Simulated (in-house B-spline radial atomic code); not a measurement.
# Bi: excited configurations

Aim: the energies of several excited configurations of Bi above a reference configuration, each from its own self-consistent run.

Method: scalar-relativistic (spin-free one-electron X2C) AM05, spin-polarised, spherical fractional occupations, Fermi nucleus, basis-set limit. Code: in-house B-spline radial atomic code version 1.

## (1) The atom as given

- element: bismuth (Z = 83)
- charge: 0
- electrons: 83
- configuration: [Xe] 4f14 5d10 6s2 6p3
- Hamiltonian: scalar-relativistic (X2C)
- nucleus: Fermi, rms radius 5.521 fm

The outer shells:

[Xe] 4f14 5d10 6s2 6p3
```
[Xe] core
4f [↑↓][↑↓][↑↓][↑↓][↑↓][↑↓][↑↓]
5d [↑↓][↑↓][↑↓][↑↓][↑↓]
6s [↑↓]
6p [↑ ][↑ ][↑ ]
```

Where spins are not typed, each open shell is filled with up spins first.

Settings of the run:

```ini
Z = 83
electrons = 83.0
configuration = [Xe] 4f14 5d10 6s2 6p3
hamiltonian = x2c
method = am05
spin_polarised = True
nucleus = fermi
rms_radius = 5.5211
mass_number = 209
atomic_mass = 208.980398599
speed_of_light = 137.035999084
```

This reference run was done before. Its total energy is -21523.590973 hartree, and its levels are (the highest eight at most):

| orbital | occupation | energy (eV) | <r> (bohr) |
| --- | --- | --- | --- |
| 4f down | 7 | -152.14 | 0.4413 |
| 5p up | 3 | -96.030 | 0.9463 |
| 5p down | 3 | -95.948 | 0.9457 |
| 5d up | 5 | -26.841 | 1.242 |
| 5d down | 5 | -26.546 | 1.230 |
| 6s up | 1 | -14.890 | 2.189 |
| 6s down | 1 | -13.287 | 2.155 |
| 6p up | 3 | -5.180 | 2.997 |

## (2) Configuration 1s2 2s2 2p6 3s2 3p6 3d10 4s2 4p6 4d5,4 4f14 5s2 5p6 5d10 6s2 6p3,0 7p0,1

In configurations, two counts after a shell (as in p1,2) give the electrons with spin up and with spin down.

Settings of the run:

```ini
Z = 83
electrons = 83.0
configuration = 1s2 2s2 2p6 3s2 3p6 3d10 4s2 4p6 4d5,4 4f14 5s2 5p6 5d10 6s2 6p3,0 7p0,1
hamiltonian = x2c
method = am05
spin_polarised = True
nucleus = fermi
rms_radius = 5.5211
mass_number = 209
atomic_mass = 208.980398599
speed_of_light = 137.035999084
```

## (3) Run with 1s2 2s2 2p6 3s2 3p6 3d10 4s2 4p6 4d10 4f14 5s2 5p6 5d10 6s2 6p0,2 7s1,0

Settings of the run:

```ini
Z = 83
electrons = 83.0
configuration = 1s2 2s2 2p6 3s2 3p6 3d10 4s2 4p6 4d10 4f14 5s2 5p6 5d10 6s2 6p0,2 7s1,0
hamiltonian = x2c
method = am05
spin_polarised = True
nucleus = fermi
rms_radius = 5.5211
mass_number = 209
atomic_mass = 208.980398599
speed_of_light = 137.035999084
```

## (4) 1s2 2s2 2p6 3s2 3p6 3d10 4s2 4p6 4d10 4f14 5s2 5p2,3 5d10 6s2 6p0,3 6f0,1

Settings of the run:

```ini
Z = 83
electrons = 83.0
configuration = 1s2 2s2 2p6 3s2 3p6 3d10 4s2 4p6 4d10 4f14 5s2 5p2,3 5d10 6s2 6p0,3 6f0,1
hamiltonian = x2c
method = am05
spin_polarised = True
nucleus = fermi
rms_radius = 5.5211
mass_number = 209
atomic_mass = 208.980398599
speed_of_light = 137.035999084
```

## (5) Configuration 1s2 2s2 2p6 3s2 3p6 3d10 4s2 4p6 4d10 4f14 5s2 5p6 5d10 6s2 6p2,0 6f1,0

Settings of the run:

```ini
Z = 83
electrons = 83.0
configuration = 1s2 2s2 2p6 3s2 3p6 3d10 4s2 4p6 4d10 4f14 5s2 5p6 5d10 6s2 6p2,0 6f1,0
hamiltonian = x2c
method = am05
spin_polarised = True
nucleus = fermi
rms_radius = 5.5211
mass_number = 209
atomic_mass = 208.980398599
speed_of_light = 137.035999084
```

## (6) Run with 1s2 2s2 2p6 3s2 3p6 3d10 4s2 4p6 4d10 4f14 5s2 5p6 5d10 6s2 6p1,2

Settings of the run:

```ini
Z = 83
electrons = 83.0
configuration = 1s2 2s2 2p6 3s2 3p6 3d10 4s2 4p6 4d10 4f14 5s2 5p6 5d10 6s2 6p1,2
hamiltonian = x2c
method = am05
spin_polarised = True
nucleus = fermi
rms_radius = 5.5211
mass_number = 209
atomic_mass = 208.980398599
speed_of_light = 137.035999084
```

How far above the reference does each configuration lie (order and size, in eV)?

**Answer**, as computed:

| net move | configuration | 2|M_S|+1 | energy above the reference (eV) | largest <r> (bohr) |
| --- | --- | --- | --- | --- |
| same shells, spins typed | 1s2 2s2 2p6 3s2 3p6 3d10 4s2 4p6 4d10 4f14 5s2 5p6 5d10 6s2 6p1,2 | 2 | 1.237 | 3.06 |
| 6p → 7s, spins typed | 1s2 2s2 2p6 3s2 3p6 3d10 4s2 4p6 4d10 4f14 5s2 5p6 5d10 6s2 6p0,2 7s1,0 | 2 | 5.214 | 6.60 |
| 6p → 6f, spins typed | 1s2 2s2 2p6 3s2 3p6 3d10 4s2 4p6 4d10 4f14 5s2 5p6 5d10 6s2 6p2,0 6f1,0 | 4 | 7.872 | 28.0 |
| 5p → 6f, spins typed | 1s2 2s2 2p6 3s2 3p6 3d10 4s2 4p6 4d10 4f14 5s2 5p2,3 5d10 6s2 6p0,3 6f0,1 | 6 | 102.53 | 27.9 |
| 4d → 7p, spins typed | 1s2 2s2 2p6 3s2 3p6 3d10 4s2 4p6 4d5,4 4f14 5s2 5p6 5d10 6s2 6p3,0 7p0,1 | 4 | 439.95 | 8.82 |

At the bottom stands same shells, spins typed (1.237 eV), at the top 4d → 7p, spins typed (439.95 eV). 2 of them lie more than 60 % above minus the reference's highest level (5.180 eV), in the range where a state can decay by emitting an electron. The reference has 2|M_S|+1 = 4; 3 of the configurations differ from it in spin. These are spherical averages at the typed spins, not spectroscopic levels.
